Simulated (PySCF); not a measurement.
# C6H5NO2: geometry, NMR shifts, spin-spin couplings, electronic excitations and core binding energies

Wanted: the NMR shifts, spin-spin couplings, electronic excitations and core binding energies of C6H5NO2 (`O=COc1cccnc1`), by calculation.

Programs: PySCF 2.14.0, with density-fitted response routines of our own. Each step states its level of theory. These are calculated values for one molecule in the gas phase, unless marked as measured. Atoms are numbered from 0 throughout.

## 1. Starting geometry

14 atoms, charge 0, multiplicity 1; geometry from: GFN2-xTB.

Bonds of the start (Å): O0–C1 1.19, C1–O2 1.33, O2–C3 1.39, C3–C4 1.39, C4–C5 1.39, C5–C6 1.39, C6–N7 1.32, N7–C8 1.32, C8–C3 1.40, C1–H9 1.10, C4–H10 1.08, C5–H11 1.08, C6–H12 1.08, C8–H13 1.08.

## 2. Optimising the geometry at PBE0-D3(BJ)/def2-SVP

The job: settings as JSON, then the geometry in Å.

```
{"job": {"xc": "PBE0", "basis": "def2-SVP", "d3": "d3bj", "grid": 1, "kind": "geom"}, "charge": 0, "multiplicity": 1}
O      2.255563     1.380869    -1.332685
C      2.586091     0.770442    -0.361825
O      1.838138     0.033904     0.448420
C      0.469960    -0.140946     0.287348
C     -0.368177     0.691398    -0.443182
C     -1.719525     0.380579    -0.475463
C     -2.170060    -0.731777     0.216298
N     -1.369779    -1.518301     0.918247
C     -0.085812    -1.233399     0.955493
H      3.622819     0.721793     0.015813
H      0.016067     1.548159    -0.972546
H     -2.405516     0.999575    -1.031872
H     -3.214542    -1.011392     0.216169
H      0.544095    -1.891376     1.537618
```

**Question.** This job is followed by: GIAO PBE0/pcSseg-1 NMR shielding, non-relativistic, gas phase; B3LYP/pcJ-1 indirect spin-spin coupling, non-relativistic, gas phase; TDDFT PBE0/def2-SVPD, vertical, gas phase, core orbitals frozen in the response; GIAO CAM-B3LYP/pcSseg-1 NMR shielding, non-relativistic, gas phase; delta-SCF UKS SCAN, pcX-2 on the ionised atom, pcseg-1 elsewhere, spin-free X2C. Predict these results of the whole session: point group; rotational constants (main isotopes); 13C shifts against TMS (PBE0/pcSseg-1); 1H shifts against TMS (PBE0/pcSseg-1); 17O shifts against H2O (PBE0/pcSseg-1); 15N shifts against NH3 (PBE0/pcSseg-1); largest coupling of the table (B3LYP/pcJ-1); lowest singlet (PBE0/def2-SVPD); brightest single state of those computed; lowest triplet; vertical ionisation energy (ΔSCF); vertical electron affinity (ΔSCF); range of the shift of O0; property runs in this session.

**Answer**, as computed:

| quantity | value |
| --- | --- |
| point group | C1 |
| rotational constants (main isotopes) | 4.44, 1.17, 0.93 GHz |
| 13C shifts against TMS (PBE0/pcSseg-1) | 161.6, 153.6, 152.2, 146.6, 131.3, 128.7 ppm |
| 1H shifts against TMS (PBE0/pcSseg-1) | 9.23, 8.66, 8.64, 8.08, 7.26 ppm |
| 17O shifts against H2O (PBE0/pcSseg-1) | 463.2, 242.5 ppm |
| 15N shifts against NH3 (PBE0/pcSseg-1) | 366.6 ppm |
| largest coupling of the table (B3LYP/pcJ-1) | 1J(C,H) C1–H9, 242.4 Hz |
| lowest singlet (PBE0/def2-SVPD) | 4.85 eV (256 nm), f = 0.003 |
| brightest single state of those computed | state 5, 5.74 eV, f = 0.207 |
| lowest triplet | 4.05 eV |
| vertical ionisation energy (ΔSCF) | 9.44 eV |
| vertical electron affinity (ΔSCF) | -0.45 eV (unbound: the value hangs on the basis) |
| range of the shift of O0 | 463.2 to 473.6 ppm |
| property runs in this session | 5, of which 1 failed and 0 gave unsound results |

In words: Over 9 steps the energy fell by 0.045 eV; of the close pairs, C8–H13 changed most, 1.081 to 1.096 Å. Of the pairs tabulated at B3LYP/pcJ-1, C1–H9 couples most strongly (242.4 Hz; Fermi contact 242.0 Hz). Couplings across rotatable bonds belong to this one conformer; where others are populated, the observed values are averages. The lowest singlet, at 4.85 eV, is HOMO−1→LUMO 0.65, HOMO−1→LUMO+1 0.31 and is weak; of the 10 states computed, the strongest absorption comes from state 5 at 5.74 eV (the last state computed is bright too, and its partners may lie past the list). The lowest triplet lies 0.80 eV below the lowest singlet (triplets in Tamm-Dancoff, singlets in full TDDFT). ΔSCF puts the ionisation energy at 9.44 eV, 1.86 eV above −ε(HOMO). Across the 2 runs the shift of O0 moves most, between 463.2 (PBE0/pcSseg-1) and 473.6 ppm (CAM-B3LYP/pcSseg-1). Part of that comes from the computed reference.
